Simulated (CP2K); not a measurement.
The system is BiTe.

```
CELL_PARAMETERS angstrom
4.57498 0.00000 0.00000
2.28749 3.96205 0.00000
2.28749 1.32068 3.73546
ATOMIC_POSITIONS crystal
Bi 0.00000 0.00000 0.00000
Te 0.50000 0.50000 0.50000
```

Program: CP2K 2026.2. Alike in all runs: task band structure; no spin polarisation; cell as given; k mesh 7 × 7 × 7.

Task: Order these runs on this cell by their pressure, lowest first.
A. level PBE; potentials or basis POTENTIAL_UZH Bi GTH-PBE-q5, Te GTH-PBE-q6; TZVP-MOLOPT-PBE-GTH basis; smearing fermi-dirac 0.0259 eV; EPS_DEFAULT 1.0E-10; NGRIDS 5; points a segment of the path (NPOINTS) 6; bands added on the path 4; CUTOFF of the grids 450 Ry
B. level r2SCAN; potentials or basis POTENTIAL_UZH Bi GTH-SCAN-q5, Te GTH-SCAN-q6; TZVP-MOLOPT-SCAN-GTH basis; smearing fermi-dirac 0.01 eV; EPS_DEFAULT 1.0E-9; NGRIDS 4; points a segment of the path (NPOINTS) 10; bands added on the path 4; CUTOFF of the grids 675 Ry
C. level LDA; potentials or basis GTH_POTENTIALS Bi GTH-PADE-q5, Te GTH-PADE-q6; TZVP-MOLOPT-PBE-GTH basis; smearing fermi-dirac 0.0259 eV; EPS_DEFAULT 1.0E-9; NGRIDS 4; points a segment of the path (NPOINTS) 10; bands added on the path 6; CUTOFF of the grids 450 Ry

Result: C (-2.3 GPa), B (-0.6 GPa), A (1.5 GPa).

Caveats: the basis of atomic orbitals isn't converged, which shifts pressures, moduli and gaps.

Not every run made on this cell is shown here.
